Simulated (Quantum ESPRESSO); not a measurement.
# TlRu (P6/mmm) in Quantum ESPRESSO: further runs

One crystal, TlRu, is run at these levels: PBEsol+D3(BJ), PBE+rVV10; tasks: projected density of states.

Everything below comes from runs of Quantum ESPRESSO 7.5. Logs are shortened: lines on timing, memory, paths and dates and some standing lists are left out, and cuts for length are marked.

## Step 1: Starting point

Symmetry: P6/mmm, No. 191, hexagonal system. The conventional cell has a = 3.547 Å, b = 3.547 Å, c = 4.937 Å, α = 90.00°, β = 90.00°, γ = 120.00°. Around Tl (site symmetry 6/mmm) lie 2 Ru at 2.47 Å. Ru (site symmetry 6/mmm) is surrounded by 2 Tl at 2.47 Å.

The cell was built by a generator and needn't be a form met in nature.

## Step 2: Projected density of states, PBEsol+D3(BJ)

Contents of pw.in:

```
&CONTROL
  calculation = 'scf'
  prefix = 'pwscf'
  outdir = './tmp'
  pseudo_dir = './pseudo'
  tprnfor = .true.
  tstress = .true.
  disk_io = 'low'
/
&SYSTEM
  ibrav = 0
  nat = 2
  ntyp = 2
  ecutwfc = 36
  ecutrho = 216
  nbnd = 22
  input_dft = 'pbesol'
  occupations = 'smearing'
  smearing = 'fd'
  degauss = 0.00367493
  vdw_corr = 'grimme-d3'
  dftd3_version = 4
/
&ELECTRONS
  conv_thr = 4d-10
  electron_maxstep = 120
  mixing_beta = 0.5
/
ATOMIC_SPECIES
Tl   204.3800 Tl.LDA_PW-JTH.UPF
Ru   101.0700 Ru.LDA_PW-JTH.UPF
CELL_PARAMETERS angstrom
   3.5471462100    0.0000000000    0.0000000000
  -1.7735731100    3.0719187300    0.0000000000
   0.0000000000    0.0000000000    4.9370145800
ATOMIC_POSITIONS crystal
Tl     0.0000000000    0.0000000000    0.0000000000
Ru     0.0000000000    0.0000000000    0.5000000000
K_POINTS automatic
9 9 6 0 0 0
```

Contents of nscf.in:

```
&CONTROL
  calculation = 'nscf'
  prefix = 'pwscf'
  outdir = './tmp'
  pseudo_dir = './pseudo'
  disk_io = 'low'
/
&SYSTEM
  ibrav = 0
  nat = 2
  ntyp = 2
  ecutwfc = 36
  ecutrho = 216
  nbnd = 22
  input_dft = 'pbesol'
  occupations = 'tetrahedra_opt'
  vdw_corr = 'grimme-d3'
  dftd3_version = 4
/
&ELECTRONS
  conv_thr = 1d-08
  electron_maxstep = 120
  mixing_beta = 0.5
/
ATOMIC_SPECIES
Tl   204.3800 Tl.LDA_PW-JTH.UPF
Ru   101.0700 Ru.LDA_PW-JTH.UPF
CELL_PARAMETERS angstrom
   3.5471462100    0.0000000000    0.0000000000
  -1.7735731100    3.0719187300    0.0000000000
   0.0000000000    0.0000000000    4.9370145800
ATOMIC_POSITIONS crystal
Tl     0.0000000000    0.0000000000    0.0000000000
Ru     0.0000000000    0.0000000000    0.5000000000
K_POINTS automatic
14 14 9 0 0 0
```

Contents of projwfc.in:

```
&PROJWFC
  prefix = 'pwscf'
  outdir = './tmp'
  filpdos = 'p'
  Emin = -6
  Emax = 19
  DeltaE = 0.05
/
```

Potentials or basis: JTH 2.0 LDA.

The run is started by

```
$ OMP_NUM_THREADS=1 pw.x -in pw.in > pw.out
$ OMP_NUM_THREADS=1 pw.x -in nscf.in > nscf.out
$ OMP_NUM_THREADS=1 projwfc.x -in projwfc.in > projwfc.out
```

pw.out:

```text
This program is part of the open-source Quantum ESPRESSO suite
     for quantum simulation of materials; please cite
         "P. Giannozzi et al., J. Phys.:Condens. Matter 21 395502 (2009);
         "P. Giannozzi et al., J. Phys.:Condens. Matter 29 465901 (2017);
         "P. Giannozzi et al., J. Chem. Phys. 152 154105 (2020);
     in publications or presentations arising from this work. More details at

     file Tl.LDA_PW-JTH.UPF: wavefunction(s)  0S 6P 0P 5D 0D renormalized
     file Ru.LDA_PW-JTH.UPF: wavefunction(s)  4P 0P 4D 0D renormalized

     IMPORTANT: XC functional enforced from input :
     Exchange-correlation= PBESOL
                           (   1   4  10   8   0   0   0)
     Any further DFT definition will be discarded
     Please, verify this is what you really want

     Message from routine setup:
     using ibrav=0 with symmetry is DISCOURAGED, use correct ibrav instead

     G-vector sticks info
     --------------------
     sticks:   dense  smooth     PW     G-vecs:    dense   smooth      PW
     Sum         673     439    139                19435    10601    1861

     Using Slab Decomposition

     bravais-lattice index     =            0
     lattice parameter (alat)  =       6.7031  a.u.
     unit-cell volume          =     363.0361 (a.u.)^3
     number of atoms/cell      =            2
     number of atomic types    =            2
     number of electrons       =        29.00
     number of Kohn-Sham states=           22
     kinetic-energy cutoff     =      36.0000  Ry
     charge density cutoff     =     216.0000  Ry
     scf convergence threshold =      4.0E-10
     mixing beta               =       0.5000
     number of iterations used =            8  plain     mixing
     Exchange-correlation= PBESOL
                           (   1   4  10   8   0   0   0)

     celldm(1)=   6.703135  celldm(2)=   0.000000  celldm(3)=   0.000000
     celldm(4)=   0.000000  celldm(5)=   0.000000  celldm(6)=   0.000000

     crystal axes: (cart. coord. in units of alat)
               a(1) = (   1.000000   0.000000   0.000000 )
               a(2) = (  -0.500000   0.866025   0.000000 )
               a(3) = (   0.000000   0.000000   1.391827 )

     reciprocal axes: (cart. coord. in units 2 pi/alat)
               b(1) = (  1.000000  0.577350 -0.000000 )
               b(2) = (  0.000000  1.154701  0.000000 )
               b(3) = (  0.000000 -0.000000  0.718480 )

     PseudoPot. # 1 for Tl read from file:
     Tl.LDA_PW-JTH.UPF
     Pseudo is Projector augmented-wave + core cor, Zval = 13.0
     Generated using ATOMPAW code
     Shape of augmentation charge: BESSEL
     Using radial grid of 1129 points,  6 beta functions with:
                l(1) =   0
                l(2) =   0
                l(3) =   1
                l(4) =   1
                l(5) =   2
                l(6) =   2
     Q(r) pseudized with 0 coefficients

     PseudoPot. # 2 for Ru read from file:
     Ru.LDA_PW-JTH.UPF
     Pseudo is Projector augmented-wave + core cor, Zval = 16.0
     Generated using ATOMPAW code
     Shape of augmentation charge: SINC**2
     Using radial grid of 1080 points,  6 beta functions with:
                l(1) =   0
                l(2) =   0
                l(3) =   1
                l(4) =   1
                l(5) =   2
                l(6) =   2
     Q(r) pseudized with 0 coefficients

     atomic species   valence    mass     pseudopotential
     Tl               13.00   204.38000     Tl( 1.00)
     Ru               16.00   101.07000     Ru( 1.00)

     24 Sym. Ops., with inversion, found

   Cartesian axes

     site n.     atom                  positions (alat units)
         1        Tl     tau(   1) = (   0.0000000   0.0000000   0.0000000  )
         2        Ru     tau(   2) = (   0.0000000   0.0000000   0.6959136  )

     --------------------------------------------
     DFT-D3 Dispersion Correction (3-body terms):
     --------------------------------------------
       Reference C6 values for interpolation:

         atom   Coordination number   C6
         Ru         0.000          1196.40
         Ru         1.858           758.53
         Ru         8.889           478.01
         Tl         0.000          1584.48
         Tl         0.927          1557.24
         Tl         1.930           975.48
         Tl         2.942           779.21

       Values used:

         atom   Coordination number  R0_AB[au]  C6      C8
         Tl         4.714            4.075    779.21 142142.15
         Ru         2.719            3.271    758.53  76980.08

         Molecular C6 ( Ry / a.u.^6 ) =      3069.76

     number of k points=    48  Fermi-Dirac smearing, width (Ry)=  0.0037
                       cart. coord. in units 2pi/alat
        k(    1) = (   0.0000000   0.0000000   0.0000000), wk =   0.0041152
        k(    2) = (   0.0000000   0.0000000   0.1197467), wk =   0.0082305
[... 66 lines left out ...]
     c_bands:  1 eigenvalues not converged
     ethr =  2.93E-08,  avg # of iterations =  5.4

     total energy              =   -1252.49456146 Ry
     estimated scf accuracy    <       0.00000064 Ry

     iteration #  7     ecut=    36.00 Ry     beta= 0.50
     Davidson diagonalization with overlap
     ethr =  2.20E-09,  avg # of iterations =  5.4

     total energy              =   -1252.49456191 Ry
     estimated scf accuracy    <       0.00000003 Ry

     iteration #  8     ecut=    36.00 Ry     beta= 0.50
     Davidson diagonalization with overlap
     ethr =  1.13E-10,  avg # of iterations =  6.3

     total energy              =   -1252.49456194 Ry
     estimated scf accuracy    <          6.1E-09 Ry

     iteration #  9     ecut=    36.00 Ry     beta= 0.50
     Davidson diagonalization with overlap
     ethr =  2.09E-11,  avg # of iterations =  4.3

     End of self-consistent calculation

          k = 0.0000 0.0000 0.0000 (  1313 PWs)   bands (ev):

   -62.0938 -32.1781 -32.1116 -32.1116  -2.2881  -1.5399  -1.5398  -1.5067
    -1.5067   1.0898   7.5205   8.9566   8.9566   9.5675   9.5675   9.7448
    13.6076  17.7483  17.7483  20.4288  23.4538  23.7460

          k = 0.0000 0.0000 0.1197 (  1308 PWs)   bands (ev):

   -62.0937 -32.1819 -32.1117 -32.1117  -2.1800  -1.5390  -1.5390  -1.4876
    -1.4876   1.2461   7.3555   8.7754   8.9509   8.9509   9.4139   9.4139
    14.7746  18.1597  18.1597  20.5827  22.6845  23.6317

          k = 0.0000 0.0000 0.2395 (  1326 PWs)   bands (ev):

   -62.0935 -32.1894 -32.1118 -32.1118  -1.9658  -1.5377  -1.5377  -1.4499
    -1.4499   1.6744   6.5969   7.7363   8.9397   8.9397   9.1279   9.1279
    16.9697  19.1080  19.1080  21.0159  21.7588  23.4592

          k = 0.0000 0.0000-0.3592 (  1338 PWs)   bands (ev):

   -62.0934 -32.1932 -32.1119 -32.1119  -1.8594  -1.5377  -1.5377  -1.4308
    -1.4308   1.9927   5.9227   7.5331   8.9341   8.9341   8.9937   8.9937
    18.9793  19.7161  19.7161  20.1300  21.4194  22.6321

          k = 0.0000 0.1283 0.0000 (  1327 PWs)   bands (ev):

   -62.0935 -32.1776 -32.1158 -32.1127  -2.2740  -1.5518  -1.5369  -1.5130
    -1.4997   1.2908   7.6787   8.8882   9.0616   9.2346   9.5473  10.2645
    13.6214  16.2565  17.2409  20.1195  23.4366  23.8198

          k = 0.0000 0.1283 0.1197 (  1327 PWs)   bands (ev):

   -62.0934 -32.1814 -32.1159 -32.1128  -2.1638  -1.5506  -1.5180  -1.4987
    -1.4940   1.4440   7.5479   8.7232   8.8856   9.0564   9.3899   9.5229
    14.8877  16.5687  17.6309  20.2205  22.5873  23.2036

          k = 0.0000 0.1283 0.2395 (  1337 PWs)   bands (ev):

   -62.0932 -32.1889 -32.1160 -32.1129  -1.9438  -1.5488  -1.4972  -1.4794
    -1.4560   1.8648   6.8249   7.7879   8.8729   9.0386   9.0441   9.0998
    17.1789  17.2201  18.5127  20.4654  21.7074  22.4482

          k = 0.0000 0.1283-0.3592 (  1342 PWs)   bands (ev):

   -62.0931 -32.1927 -32.1161 -32.1130  -1.8344  -1.5479  -1.4969  -1.4600
    -1.4365   2.1783   6.1262   7.6233   8.8694   8.8732   8.9594   9.0429
    17.5698  19.0616  19.3725  20.2753  20.7226  21.3717
[... 211 lines left out ...]
          k = 0.2222 0.5132-0.3592 (  1320 PWs)   bands (ev):

   -62.0910 -32.1887 -32.1420 -32.1293  -1.6664  -1.6266  -1.5386  -1.5009
    -1.2910   5.1344   7.3256   7.3359   8.1927   8.4863   9.1838  11.7054
    11.7755  13.4115  13.7349  16.1428  23.0050  23.5823

          k = 0.3333 0.5774 0.0000 (  1332 PWs)   bands (ev):

   -62.0913 -32.1735 -32.1368 -32.1368  -2.1609  -1.6765  -1.6765  -1.4050
    -1.4050   4.3218   8.4458   8.4458   8.9654   8.9654  10.5446  10.5446
    10.9264  13.4241  16.8244  16.8244  17.8851  19.4292

          k = 0.3333 0.5774 0.1197 (  1326 PWs)   bands (ev):

   -62.0912 -32.1772 -32.1368 -32.1368  -2.0347  -1.6556  -1.6556  -1.4037
    -1.4037   4.4815   8.2040   8.2040   8.9066   8.9066  10.1796  10.9583
    10.9583  12.8228  16.0534  16.0534  19.4783  20.4721

          k = 0.3333 0.5774 0.2395 (  1317 PWs)   bands (ev):

   -62.0910 -32.1847 -32.1369 -32.1369  -1.7702  -1.6125  -1.6125  -1.4025
    -1.4025   4.9832   7.7965   7.7965   8.4534   8.8768   8.8768  11.7259
    11.7259  12.4363  14.9243  14.9243  22.4227  22.4589

          k = 0.3333 0.5774-0.3592 (  1326 PWs)   bands (ev):

   -62.0909 -32.1885 -32.1370 -32.1370  -1.6325  -1.5910  -1.5910  -1.4020
    -1.4020   5.5059   7.3682   7.6231   7.6231   8.8718   8.8718  12.1872
    12.1872  12.3496  14.3400  14.3400  24.7246  24.7251

     the Fermi energy is     9.4161 ev

!    total energy              =   -1252.49456194 Ry
     total all-electron energy =     -1252.494562 Ry
     estimated scf accuracy    <          1.7E-10 Ry
     smearing contrib. (-TS)   =      -0.00216682 Ry
     internal energy E=F+TS    =   -1252.49239512 Ry

     The total energy is F=E-TS. E is the sum of the following terms:
     one-electron contribution =    -111.86941901 Ry
     hartree contribution      =      82.41033842 Ry
     xc contribution           =     -35.77552128 Ry
     ewald contribution        =    -207.76653430 Ry
     DFT-D3 Dispersion         =      -0.05946386 Ry
     one-center paw contrib.   =    -979.43179510 Ry

     convergence has been achieved in   9 iterations

     Forces acting on atoms (cartesian axes, Ry/au):

     atom    1 type  1   force =     0.00000000    0.00000000   -0.00000000
     atom    2 type  2   force =     0.00000000    0.00000000    0.00000000

     Total force =     0.000000     Total SCF correction =     0.000000

     Computing stress (Cartesian axis) and pressure

          total   stress  (Ry/bohr**3)                   (kbar)     P=      -72.61
  -0.00126461  -0.00000000  -0.00000000         -186.03       -0.00       -0.00
  -0.00000000  -0.00126461   0.00000000           -0.00     -186.03        0.00
  -0.00000000   0.00000000   0.00104835           -0.00        0.00      154.22

=------------------------------------------------------------------------------=
   JOB DONE.
=------------------------------------------------------------------------------=
```

Wall time 96 s (1 thread of Intel Xeon Platinum 8259CL at 2.50GHz (Skylake/Cascade Lake), shared host); peak memory 0.13 GiB.

Results:

```
Free energy            : -17041.0566 eV
Band gap on the k mesh : none (metal or under the smearing width)
```

States per cell in windows of 1 eV (zero at the Fermi level; states under -8 eV left out):
```tsv
from (eV)	total	Ru#2 d wfc5	Tl#1 p wfc3	Tl#1 s wfc1	Ru#2 s wfc2	Tl#1 d wfc6	Tl#1 p wfc4
-8.0	0.39	0.02	0.07	0.24	0.05	0.00	0.00
-7.0	0.51	0.04	0.11	0.30	0.05	0.00	0.00
-6.0	0.74	0.09	0.09	0.47	0.06	0.00	0.00
-5.0	0.30	0.02	0.02	0.24	0.01	0.00	0.00
-4.0	0.04	0.00	0.03	0.00	0.01	0.00	0.00
-3.0	0.76	0.35	0.28	0.01	0.08	0.00	0.00
-2.0	3.23	2.29	0.55	0.08	0.19	0.03	0.02
-1.0	5.20	4.49	0.31	0.06	0.07	0.09	0.06
0.0	1.92	1.41	0.31	0.06	0.05	0.02	0.00
1.0	0.94	0.37	0.36	0.07	0.06	0.01	0.00
2.0	1.25	0.26	0.67	0.04	0.20	0.01	0.00
3.0	0.81	0.08	0.52	0.04	0.05	0.02	0.00
4.0	0.96	0.07	0.40	0.06	0.09	0.02	0.00
5.0	1.29	0.06	0.50	0.06	0.09	0.03	0.01
6.0	0.92	0.04	0.41	0.03	0.05	0.03	0.01
7.0	0.69	0.02	0.27	0.02	0.05	0.02	0.02
```

Caveat: the potentials were made for another functional, which shifts forces and pressure; the cutoff is too short for stress, so the log's stress isn't used; the cutoff is low for these files, which shifts pressure and relaxed volume; pairwise dispersion overbinds metals, which lowers pressure and volume.

## Step 3: Projected density of states, PBE+rVV10

Contents of pw.in:

```
&CONTROL
  calculation = 'scf'
  prefix = 'pwscf'
  outdir = './tmp'
  pseudo_dir = './pseudo'
  tprnfor = .true.
  tstress = .true.
  disk_io = 'low'
/
&SYSTEM
  ibrav = 0
  nat = 2
  ntyp = 2
  ecutwfc = 36
  ecutrho = 216
  nbnd = 22
  input_dft = 'sla+pw+pbx+pbc+vv10'
  occupations = 'smearing'
  smearing = 'fd'
  degauss = 0.01469973
/
&ELECTRONS
  conv_thr = 4d-10
  electron_maxstep = 120
  mixing_beta = 0.5
/
ATOMIC_SPECIES
Tl   204.3800 Tl.GGA_PBE-JTH.UPF
Ru   101.0700 Ru.GGA_PBE-JTH.UPF
CELL_PARAMETERS bohr
   6.7031348609    0.0000000000    0.0000000000
  -3.3515674399    5.8050850768    0.0000000000
   0.0000000000    0.0000000000    9.3296054295
ATOMIC_POSITIONS bohr
Tl     0.0000000000    0.0000000000    0.0000000000
Ru     0.0000000000    0.0000000000    4.6648027147
K_POINTS automatic
9 9 6 0 0 0
```

Contents of pp_density.in:

```
&INPUTPP
  prefix = 'pwscf'
  outdir = './tmp'
  filplot = 'density.dat'
  plot_num = 0
/
&PLOT
  nfile = 1
  filepp(1) = 'density.dat'
  iflag = 3
  output_format = 6
  fileout = 'density.cube'
/
```

Contents of pp_potential.in:

```
&INPUTPP
  prefix = 'pwscf'
  outdir = './tmp'
  filplot = 'potential.dat'
  plot_num = 11
/
&PLOT
  nfile = 1
  filepp(1) = 'potential.dat'
  iflag = 3
  output_format = 6
  fileout = 'potential.cube'
/
```

Contents of nscf.in:

```
&CONTROL
  calculation = 'nscf'
  prefix = 'pwscf'
  outdir = './tmp'
  pseudo_dir = './pseudo'
  disk_io = 'low'
/
&SYSTEM
  ibrav = 0
  nat = 2
  ntyp = 2
  ecutwfc = 36
  ecutrho = 216
  nbnd = 22
  input_dft = 'sla+pw+pbx+pbc+vv10'
  occupations = 'tetrahedra_opt'
/
&ELECTRONS
  conv_thr = 1d-08
  electron_maxstep = 120
  mixing_beta = 0.5
/
ATOMIC_SPECIES
Tl   204.3800 Tl.GGA_PBE-JTH.UPF
Ru   101.0700 Ru.GGA_PBE-JTH.UPF
CELL_PARAMETERS bohr
   6.7031348609    0.0000000000    0.0000000000
  -3.3515674399    5.8050850768    0.0000000000
   0.0000000000    0.0000000000    9.3296054295
ATOMIC_POSITIONS bohr
Tl     0.0000000000    0.0000000000    0.0000000000
Ru     0.0000000000    0.0000000000    4.6648027147
K_POINTS automatic
14 14 9 0 0 0
```

Contents of projwfc.in:

```
&PROJWFC
  prefix = 'pwscf'
  outdir = './tmp'
  filpdos = 'p'
  Emin = -5
  Emax = 20
  DeltaE = 0.05
/
```

Potentials or basis: JTH 2.0 PBE.

The run is started by

```
$ OMP_NUM_THREADS=1 pw.x -in pw.in > pw.out
$ OMP_NUM_THREADS=1 pp.x -in pp_density.in > pp_density.out
$ OMP_NUM_THREADS=1 pp.x -in pp_potential.in > pp_potential.out
$ OMP_NUM_THREADS=1 pw.x -in nscf.in > nscf.out
$ OMP_NUM_THREADS=1 projwfc.x -in projwfc.in > projwfc.out
```

Wall time 1.8 min (1 thread of Intel Xeon Platinum 8259CL at 2.50GHz (Skylake/Cascade Lake), shared host); peak memory 0.14 GiB.

The run converged. Its results:

| Property | Result |
| --- | --- |
| Free energy | -17252.7453 eV |
| Band gap on the k mesh | none (metal or under the smearing width) |

Levels at points of the mesh, in eV from the Fermi level:
```tsv
k point	band 13	band 14	band 15	band 16	band 17	band 18
(0.00, 0.00, 0.00)	-0.54	0.03	0.03	0.22	4.10	8.25
(0.00, 0.00, -0.50)	-0.56	-0.56	-0.53	-0.53	9.44	10.22
```

States per cell in windows of 1 eV (zero at the Fermi level; states under -8 eV left out):
| from (eV) | total | Ru#2 d wfc5 | Tl#1 p wfc3 | Tl#1 s wfc1 | Ru#2 s wfc2 | Tl#1 d wfc6 | Tl#1 p wfc4 |
| --- | --- | --- | --- | --- | --- | --- | --- |
| -8.0 | 0.38 | 0.02 | 0.06 | 0.23 | 0.06 | 0.00 | 0.00 |
| -7.0 | 0.50 | 0.04 | 0.12 | 0.29 | 0.05 | 0.00 | 0.00 |
| -6.0 | 0.74 | 0.09 | 0.09 | 0.47 | 0.06 | 0.00 | 0.00 |
| -5.0 | 0.32 | 0.03 | 0.02 | 0.25 | 0.01 | 0.00 | 0.00 |
| -4.0 | 0.05 | 0.00 | 0.02 | 0.01 | 0.01 | 0.00 | 0.00 |
| -3.0 | 0.74 | 0.34 | 0.28 | 0.01 | 0.08 | 0.00 | 0.00 |
| -2.0 | 3.24 | 2.30 | 0.55 | 0.08 | 0.19 | 0.03 | 0.02 |
| -1.0 | 5.16 | 4.45 | 0.31 | 0.06 | 0.07 | 0.09 | 0.06 |
| 0.0 | 1.90 | 1.39 | 0.31 | 0.06 | 0.04 | 0.02 | 0.00 |
| 1.0 | 0.95 | 0.39 | 0.36 | 0.07 | 0.06 | 0.02 | 0.00 |
| 2.0 | 1.24 | 0.26 | 0.66 | 0.04 | 0.19 | 0.01 | 0.00 |
| 3.0 | 0.82 | 0.08 | 0.53 | 0.04 | 0.06 | 0.02 | 0.00 |
| 4.0 | 0.97 | 0.07 | 0.39 | 0.06 | 0.09 | 0.02 | 0.00 |
| 5.0 | 1.29 | 0.06 | 0.50 | 0.06 | 0.09 | 0.04 | 0.01 |
| 6.0 | 0.92 | 0.04 | 0.41 | 0.03 | 0.05 | 0.03 | 0.01 |
| 7.0 | 0.69 | 0.02 | 0.27 | 0.02 | 0.05 | 0.02 | 0.02 |

Caveat: rVV10's parameter b was fitted to another functional; the cutoff is too short for stress, so the log's stress isn't used; the cutoff is low for these files, which shifts pressure and relaxed volume; pairwise dispersion overbinds metals, which lowers pressure and volume.
